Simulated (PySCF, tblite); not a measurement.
# C₆H₁₁BFN: geometry, infrared bands and NMR shifts

Aim: predict the infrared bands and NMR shifts of C₆H₁₁BFN (`CN1BC=C(CF)CC1`).

Programs: tblite 0.8.0 and PySCF 2.14.0, with density-fitted response routines of our own. Each step states its level of theory. These are calculated values for one molecule in the gas phase, unless marked as measured. Atoms count from 0, in the outputs and in this text.

**1. The starting structure**

20 atoms, charge 0, multiplicity 1; geometry from: force field or distance geometry start.

Bonds of the start (Å): C0–N1 1.46, N1–B2 1.54, B2–C3 1.56, C3–C4 1.35, C4–C5 1.50, C5–F6 1.38, C4–C7 1.51, C7–C8 1.54, C8–N1 1.49, C0–H9 1.12, C0–H10 1.11, C0–H11 1.11, B2–H12 1.20, C3–H13 1.08, C5–H14 1.12, C5–H15 1.10, C7–H16 1.11, C7–H17 1.11, C8–H18 1.12, C8–H19 1.11.

**2. Geometry optimisation with GFN2-xTB**

What the job is given:

```
{"job": {"kind": "relax", "xc": "GFN2-xTB", "basis": "xTB"}, "charge": 0, "multiplicity": 1}
C     -2.786700    -0.673200     0.195800
N     -1.535100    -0.141200    -0.345600
B     -1.054000     1.047400     0.516200
C      0.471700     1.368600     0.546300
C      1.341200     0.521700    -0.034600
C      2.808700     0.835100    -0.006300
F      3.274400     0.765200     1.294700
C      0.858100    -0.667800    -0.837600
C     -0.491700    -1.205000    -0.315200
H     -3.592800     0.106400     0.147500
H     -2.690100    -1.012400     1.250400
H     -3.144400    -1.530800    -0.418900
H     -1.837000     1.878200     0.876700
H      0.823200     2.244200     1.079600
H      2.990600     1.866400    -0.397500
H      3.385200     0.118900    -0.614100
H      0.739700    -0.366600    -1.901800
H      1.598600    -1.498500    -0.792500
H     -0.356800    -1.604600     0.719300
H     -0.808100    -2.041300    -0.965600
```

Run with:

```console
> OMP_NUM_THREADS=1 python probes_run.py task.json out
```

This one command runs all jobs of the session in turn.

**Question.** This job is followed by: GFN2-xTB harmonic vibrations, gas phase; GIAO PBE0/pcSseg-1 NMR shielding, non-relativistic, gas phase. What will the session give for the following? strongest single infrared mode (GFN2-xTB); zero-point energy (GFN2-xTB); 13C shifts against TMS (PBE0/pcSseg-1); 1H shifts against TMS (PBE0/pcSseg-1, means over atoms taken as alike); 15N shifts against NH3 (PBE0/pcSseg-1); 11B shifts against BF3·OEt2 (PBE0/pcSseg-1); 19F shifts against CFCl3 (PBE0/pcSseg-1).

**Answer**, as computed:

| quantity | value |
| --- | --- |
| strongest single infrared mode (GFN2-xTB) | 2622 cm⁻¹, 196 km/mol |
| zero-point energy (GFN2-xTB) | 102.8 kcal/mol |
| 13C shifts against TMS (PBE0/pcSseg-1) | 158.1, 134.7, 90.1, 51.3, 46.7, 30.3 ppm |
| 1H shifts against TMS (PBE0/pcSseg-1, means over atoms taken as alike) | 6.25, 5.18, 4.79, 3.17, 3.13, 2.46 ppm |
| 15N shifts against NH3 (PBE0/pcSseg-1) | 132.0 ppm |
| 11B shifts against BF3·OEt2 (PBE0/pcSseg-1) | 30.5 ppm |
| 19F shifts against CFCl3 (PBE0/pcSseg-1) | -244.9 ppm |

What this shows: Relaxing lowered the energy by 0.986 eV in 135 steps; the close pair that moved most is N1–B2, from 1.545 to 1.383 Å. No mode is imaginary among the 54: a minimum at this level. The strongest single mode, at 2622 cm⁻¹, moves mainly H12. GFN2-xTB is a fitted tight-binding method: band positions and strengths are rough. Its intensities can rank the bands wrongly. The most deshielded hydrogen is H13 (hydrogen on an alkene CH), at 6.25 ppm: olefinic region.
